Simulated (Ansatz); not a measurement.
# C2H4AlF3: the cost of one run

Method: RKS r2SCAN/6-31G, in Ansatz 0.2.0.

## 1. The system as given

Bond lengths: C1–C2 1.543 Å, C2–F3 1.414 Å, C2–F4 1.428 Å, C2–Al5 2.000 Å, Al5–F6 1.826 Å, C1–H7 1.091 Å, C1–H8 1.055 Å, C1–H9 1.191 Å, Al5–H10 1.580 Å. Angles (14 of 15 angles, heavy atoms first): C1–C2–F3 111.2°, C1–C2–F4 107.2°, C1–C2–Al5 112.2°, F3–C2–F4 111.6°, F3–C2–Al5 108.4°, F4–C2–Al5 106.1°, C2–Al5–F6 119.8°, C2–C1–H7 111.4°, C2–C1–H8 109.3°, C2–C1–H9 107.4°, C2–Al5–H10 120.9°, F6–Al5–H10 119.2°, H7–C1–H8 112.9°, H7–C1–H9 107.2°.

Structure file:

```xyz
10

C    -0.2586   -0.9128    0.9364
C    -0.1427   -0.4418   -0.5285
F    -1.3889   -0.5207   -1.1923
F     0.8420   -1.2627   -1.1582
Al    0.5300    1.4368   -0.6687
F    -0.4346    2.8026    0.0639
H     0.6928   -0.8142    1.4622
H    -0.6390   -1.8968    0.9582
H    -1.0379   -0.1952    1.4812
H     1.9197    1.7536   -1.3513
```

## 2. Preparing the start

input.yaml reads:

```yaml
crystal:
  periodic: [false, false, false]
  atoms:
    - { symbol: C, position_ang: [-0.2586, -0.9128, 0.9364] }
    - { symbol: C, position_ang: [-0.1427, -0.4418, -0.5285] }
    - { symbol: F, position_ang: [-1.3889, -0.5207, -1.1923] }
    - { symbol: F, position_ang: [0.842, -1.2627, -1.1582] }
    - { symbol: Al, position_ang: [0.53, 1.4368, -0.6687] }
    - { symbol: F, position_ang: [-0.4346, 2.8026, 0.0639] }
    - { symbol: H, position_ang: [0.6928, -0.8142, 1.4622] }
    - { symbol: H, position_ang: [-0.639, -1.8968, 0.9582] }
    - { symbol: H, position_ang: [-1.0379, -0.1952, 1.4812] }
    - { symbol: H, position_ang: [1.9197, 1.7536, -1.3513] }
basis:
  gaussian: { orbitals: "6-31G" }
hamiltonian:
  xc: r2scan
relax:
  f_tol: 0.02
  max_steps: 40
scf:
  lower_state_search: "off"
```

Launch:

```
$ ansatz run input.yaml --threads 1 --pin off --max-ram 2048MiB --backend cpu --events-out ev --progress --plain --runs-dir out
```

What time and memory should one allow on 1 thread of Intel Xeon at 2.70GHz, shared host?

About 2.3 min, with a peak of 0.14 GiB.
